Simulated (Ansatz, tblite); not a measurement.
# The cluster Ge5O5: competing shapes

One table from this session's results is given with a row withheld; the runs are named, their logs left out.

The runs use Ansatz 0.2.0, Gaussian basis; relaxed with r2SCAN-D4/def2-SVP, singlet.

5 further runs of the same task are left out: 3 that didn't finish, 2 set aside as unsound or not needed.

## Starting geometry

10 atoms, charge 0, spin multiplicity 1.

Atoms are counted from 1 here; the program's logs count them from 0.

Bond lengths: Ge1–O7 1.780 Å, Ge1–O10 1.791 Å, Ge2–O8 1.789 Å, Ge2–O9 1.780 Å, Ge3–O6 1.781 Å, Ge3–O9 1.782 Å, Ge4–O6 1.780 Å, Ge4–O7 1.783 Å, Ge5–O8 1.786 Å, Ge5–O10 1.789 Å. Angles: O7–Ge1–O10 105.7°, O8–Ge2–O9 104.6°, O6–Ge3–O9 102.0°, O6–Ge4–O7 102.4°, O8–Ge5–O10 107.3°, Ge3–O6–Ge4 158.7°, Ge1–O7–Ge4 164.9°, Ge2–O8–Ge5 172.0°, Ge2–O9–Ge3 160.6°, Ge1–O10–Ge5 172.5°.

Coordinates:

```
Ge    2.46050    1.38268   -0.27711
Ge   -1.53309   -2.27663    0.38031
Ge   -2.21343    1.10362    1.04417
Ge   -0.60420    1.70024   -2.00557
Ge    1.98516   -1.96602    0.87160
O    -1.62181    1.64485   -0.54617
O     1.04306    1.62551   -1.32660
O     0.23720   -2.24500    0.63550
O    -2.09062   -0.66883    0.90229
O     2.33723   -0.30041    0.32160
```

A search from random starts with GFN2-xTB found 6 distinct shapes; 2 go on here. The structure above is candidate A, which lies 0.00 eV above the lowest at that level; B lies 4.95 eV above the lowest at that level.

Set-up of the first run:

in.yaml reads:

```yaml
crystal:
  periodic: [false, false, false]
  atoms:
    - {symbol: Ge, position_ang: [2.460500, 1.382680, -0.277110]}
    - {symbol: Ge, position_ang: [-1.533090, -2.276630, 0.380310]}
    - {symbol: Ge, position_ang: [-2.213430, 1.103620, 1.044170]}
    - {symbol: Ge, position_ang: [-0.604200, 1.700240, -2.005570]}
    - {symbol: Ge, position_ang: [1.985160, -1.966020, 0.871600]}
    - {symbol: O, position_ang: [-1.621810, 1.644850, -0.546170]}
    - {symbol: O, position_ang: [1.043060, 1.625510, -1.326600]}
    - {symbol: O, position_ang: [0.237200, -2.245000, 0.635500]}
    - {symbol: O, position_ang: [-2.090620, -0.668830, 0.902290]}
    - {symbol: O, position_ang: [2.337230, -0.300410, 0.321600]}
basis:
  gaussian: {orbitals: def2-SVP}
hamiltonian: {xc: r2scan, dispersion: d4}
scf: {lower_state_search: "off"}
output: {orbitals: {seedname: orbitals}}
relax: {f_tol: 0.03, max_steps: 70}
```

On the command line:

```
$ ansatz run in.yaml --threads 4 --pin off --events-out ev --progress --plain --max-ram 6963MiB
```

Among the steps run: Relaxing candidate A; Relaxing candidate B; Candidate B, PBE0-D4/def2-TZVP; Candidate B, PBE-D4/def2-TZVP; Candidate B, r2SCAN-D4/def2-TZVP.

One of the session's tables, all rows but one given; the rest of the session is left out.

It belongs to the step «B against A». 

```
              level  B above A (eV)
           GFN1-xTB          +3.545
           GFN2-xTB          +4.434
   PBE-D4/def2-TZVP          +3.937
r2SCAN-D4/def2-TZVP               ?
  PBE0-D4/def2-TZVP          +4.385
```

Q: Estimate the row for r2SCAN-D4/def2-TZVP from the others.

As computed: B above A (eV): +4.277. In the column «B above A (eV)» it lies between PBE-D4/def2-TZVP (+3.937) and PBE0-D4/def2-TZVP (+4.385).

Caveats from the session: A random search of this size may have missed the true lowest shape. Only singlets are compared; another spin may lie lower and prefer another shape.
